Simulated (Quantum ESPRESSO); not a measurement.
Set up this calculation in Quantum ESPRESSO 7.5, as the native input.

| Item | Value |
| --- | --- |
| Task | single point |
| Functional | PBEsol |
| Potentials or basis | PseudoDojo 0.4.1 SR PBEsol standard |
| Cutoff | 1170 eV |
| Density cutoff | 4680 eV |
| k mesh | 8 × 8 × 8 |
| Occupations | fermi-dirac, width 0.05 eV |
| Spin | no spin polarisation |
| Mixing beta | 0.5 |
| Most SCF iterations | 120 |
| SCF threshold | 1e-09 Ry |

Bi2Se3 (Paraguanajuatite):

```
Bi Se
1.0
     2.07150    1.19598    9.54533
    -2.07150    1.19598    9.54533
     0.00000   -2.39196    9.54533
Bi Se
2 3
Direct
  0.59920 0.59920 0.59920
  0.40080 0.40080 0.40080
  0.78830 0.78830 0.78830
  0.21170 0.21170 0.21170
  0.00000 0.00000 0.00000
```

One way to write it, as run:

pw.in

```
&CONTROL
  calculation = 'scf'
  prefix = 'pwscf'
  outdir = './tmp'
  pseudo_dir = './pseudo'
  tprnfor = .true.
  tstress = .true.
  disk_io = 'low'
/
&SYSTEM
  ibrav = 0
  celldm(1) = 8
  nat = 5
  ntyp = 2
  ecutwfc = 86
  nbnd = 51
  occupations = 'smearing'
  smearing = 'fd'
  degauss = 0.00367493
/
&ELECTRONS
  conv_thr = 1d-09
  electron_maxstep = 120
  mixing_beta = 0.5
/
ATOMIC_SPECIES
Bi   208.9804 Bi.upf
Se    78.9710 Se.upf
CELL_PARAMETERS alat
  0.4893209583953   0.2825095870434   2.2547582210248
 -0.4893209583953   0.2825095870434   2.2547582210248
  0.0000000000000  -0.5650191741105   2.2547582210248
ATOMIC_POSITIONS crystal
Bi     0.5992000000    0.5992000000    0.5992000000
Bi     0.4008000000    0.4008000000    0.4008000000
Se     0.7883000000    0.7883000000    0.7883000000
Se     0.2117000000    0.2117000000    0.2117000000
Se     0.0000000000    0.0000000000    0.0000000000
K_POINTS automatic
8 8 8 0 0 0
```

pp_density.in

```
&INPUTPP
  prefix = 'pwscf'
  outdir = './tmp'
  filplot = 'density.dat'
  plot_num = 0
/
&PLOT
  nfile = 1
  filepp(1) = 'density.dat'
  iflag = 3
  output_format = 6
  fileout = 'density.cube'
/
```

pp_potential.in

```
&INPUTPP
  prefix = 'pwscf'
  outdir = './tmp'
  filplot = 'potential.dat'
  plot_num = 11
/
&PLOT
  nfile = 1
  filepp(1) = 'potential.dat'
  iflag = 3
  output_format = 6
  fileout = 'potential.cube'
/
```

pp_elf.in

```
&INPUTPP
  prefix = 'pwscf'
  outdir = './tmp'
  filplot = 'elf.dat'
  plot_num = 8
/
&PLOT
  nfile = 1
  filepp(1) = 'elf.dat'
  iflag = 3
  output_format = 6
  fileout = 'elf.cube'
/
```

Potentials or basis: PseudoDojo 0.4.1 SR PBEsol standard.

Launch:

```console
$ OMP_NUM_THREADS=1 mpirun -n 2 pw.x -nk 2 -in pw.in > pw.out
$ OMP_NUM_THREADS=1 mpirun -n 1 pp.x -in pp_density.in > pp_density.out
$ OMP_NUM_THREADS=1 mpirun -n 1 pp.x -in pp_potential.in > pp_potential.out
$ OMP_NUM_THREADS=1 mpirun -n 1 pp.x -in pp_elf.in > pp_elf.out
```

Results of the run:

```
Pressure               : -0.2 GPa
Largest force          : 0.173 eV/Å
Band gap on the k mesh : 0.13 eV, direct
```

Caveat: spin-orbit coupling is left out, which as a rule narrows the gap of such compounds by several tenths of an eV.

Wall time 35 min on 2 MPI ranks on Arm Neoverse V2, on a shared host, peak memory 1.5 GiB a rank.
